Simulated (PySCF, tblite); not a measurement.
# C₅H₅O₂−: geometry, infrared bands, NMR shifts and spin-spin couplings

Wanted: the infrared bands, NMR shifts and spin-spin couplings of C₅H₅O₂− (`CCC#CC(=O)[O-]`), by calculation.

The runs use tblite 0.8.0 and PySCF 2.14.0, with density-fitted response routines of our own; the level of theory stands in each step. All values are computed, except where a source is named. Atoms are numbered from 0 throughout.

## 1. The molecule as given

12 atoms, charge -1, multiplicity 1; geometry from: force field or distance geometry start.

Bonds of the start (Å): C0–C1 1.50, C1–C2 1.48, C2–C3 1.19, C3–C4 1.56, C4–O5 1.27, C4–O6 1.26, C0–H7 1.09, C0–H8 1.10, C0–H9 1.09, C1–H10 1.09, C1–H11 1.11.

## 2. Optimising the geometry with GFN2-xTB

The job: settings as JSON, then the geometry in Å.

```
{"job": {"kind": "relax", "xc": "GFN2-xTB", "basis": "xTB"}, "charge": -1, "multiplicity": 1}
C     -1.867500     0.367700    -0.545800
C     -0.948700    -0.806200    -0.345400
C      0.381800    -0.376900     0.139000
C      1.453700    -0.009100     0.514200
C      2.855100     0.445000     1.031800
O      3.000500     1.694100     1.174800
O      3.704400    -0.468600     1.224200
H     -2.847500     0.030600    -0.892300
H     -2.021100     0.923100     0.388300
H     -1.476800     1.065100    -1.284400
H     -0.840400    -1.362300    -1.279000
H     -1.392200    -1.503000     0.392700
```

On the command line:

```bash
OMP_NUM_THREADS=1 python probes_run.py task.json out
```

This one command runs all jobs of the session in turn.

**Question.** This job is followed by: GFN2-xTB harmonic vibrations, gas phase; GIAO PBE0/pcSseg-1 NMR shielding, non-relativistic, gas phase; B3LYP/pcJ-1 indirect spin-spin coupling, non-relativistic, gas phase. Predict these results of the whole session: strongest single infrared mode (GFN2-xTB); zero-point energy (GFN2-xTB); ¹³C shifts against TMS (PBE0/pcSseg-1); ¹H shifts against TMS (PBE0/pcSseg-1, means over atoms taken as alike); ¹⁷O shifts against H2O (PBE0/pcSseg-1, means over atoms taken as alike); largest coupling of the table (B3LYP/pcJ-1).

**Answer**, as computed:

```
                                                               quantity                              value
                              strongest single infrared mode (GFN2-xTB)              1764 cm⁻¹, 656 km/mol
                                           zero-point energy (GFN2-xTB)                      53.5 kcal/mol
                                 ¹³C shifts against TMS (PBE0/pcSseg-1)  157.7, 96.5, 66.2, 19.7, 17.9 ppm
 ¹H shifts against TMS (PBE0/pcSseg-1, means over atoms taken as alike)                     2.21, 0.97 ppm
¹⁷O shifts against H2O (PBE0/pcSseg-1, means over atoms taken as alike)                          365.0 ppm
                            largest coupling of the table (B3LYP/pcJ-1)            ¹J(C,C) C2–C3, 165.6 Hz
```

The optimisation took 28 steps and gained 0.113 eV; among the close pairs (by a distance rule), C3–C4 changed most, from 1.561 to 1.519 Å. All 30 modes are real, so the xTB geometry is a minimum. The strongest single mode, at 1764 cm⁻¹, moves mainly C4. Unscaled tight-binding wavenumbers are off by several per cent, some by more. Its intensities can rank the bands wrongly. At PBE0/pcSseg-1: The widest tensor belongs to O5, O6: span 474 ppm, with a paramagnetic part of -437 ppm. In the run at B3LYP/pcJ-1, the largest coupling of the table is C2–C3, 165.6 Hz, of which the Fermi-contact term gives 159.1 Hz.
